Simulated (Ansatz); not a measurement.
CH4GeOS, SMILES C1[O][GeH2][S]1: an atomisation energy, run with Ansatz's Python interface.

Contents of `ch4geos.xyz`:
```text
8

C    -0.31770    1.06180   -0.19800
O     0.14030    0.46880    0.94990
Ge    0.34570   -1.15430    0.24950
S    -0.32600   -0.18270   -1.51730
H     0.30520    1.93160   -0.53110
H    -1.39210    1.50070   -0.01800
H     1.90740   -1.51550    0.14500
H    -0.57070   -2.16740    0.86410
```

The script, `tae_ch4geos.py`:
```python
from collections import Counter

import ansatz as az


def energy_of(molecule, charge=0, unpaired=0):
    calc = molecule.calculation().basis(gaussian="def2-TZVP").functional("r2scan", dispersion="d4")
    if charge:
        calc = calc.charge(charge)
    if unpaired:
        calc = calc.spin("collinear", total=unpaired)
    report = calc.run(threads=1, pin="off").report
    if report["published_state_doubts"]:
        print("  doubts:", report["published_state_doubts"])
    return report["free_energy_ev"]

ch4geos = az.Crystal.molecule_from_extxyz("ch4geos.xyz")

unpaired = {"C": 2, "O": 2, "Ge": 2, "S": 2, "H": 1}
counts = Counter(site.symbol for site in ch4geos.cartesian_sites)
atom_energy = {s: energy_of(az.Crystal.molecule().atom(s, (0, 0, 0)), 0, unpaired[s]) for s in counts}
whole = energy_of(ch4geos, 0, 0)
for s, e in atom_energy.items():
    print(f"{s:2s} x{counts[s]}  {e:14.5f} eV")
print(f"CH4GeOS: {whole:.5f} eV")
split = sum(counts[s] * e for s, e in atom_energy.items()) - whole
print(f"atomisation energy (no zero-point term): {23.060548 * split:.1f} kcal/mol, {split / sum(counts.values()):.3f} eV an atom")
```

What does it cost to take this molecule apart into atoms?

634.7 kcal/mol from the electronic energies, without the zero-point term.

What the script printed:

```console
$ python tae_ch4geos.py
C  x1     -1029.48623 eV
O  x1     -2042.44896 eV
Ge x1    -56515.41913 eV
S  x1    -10832.40820 eV
H  x4       -13.60370 eV
CH4GeOS: -70501.70070 eV
atomisation energy (no zero-point term): 634.7 kcal/mol, 3.440 eV an atom
```

Reading the output:
- The settings weren't tested for convergence.
- The geometry is a force-field or estimated start, not a minimum of this method, and the basis set is short of its limit. All parts are taken at fixed geometry, without zero-point energy.
- Wall time of the script: 22 s on 1 thread of Intel(R) Xeon(R) Platinum 8259CL CPU @ 2.50GHz (Skylake/Cascade Lake), with other jobs on the host, peak memory 0.29 GiB.

(Lines on the test bed's own set-up are left out of the output.)
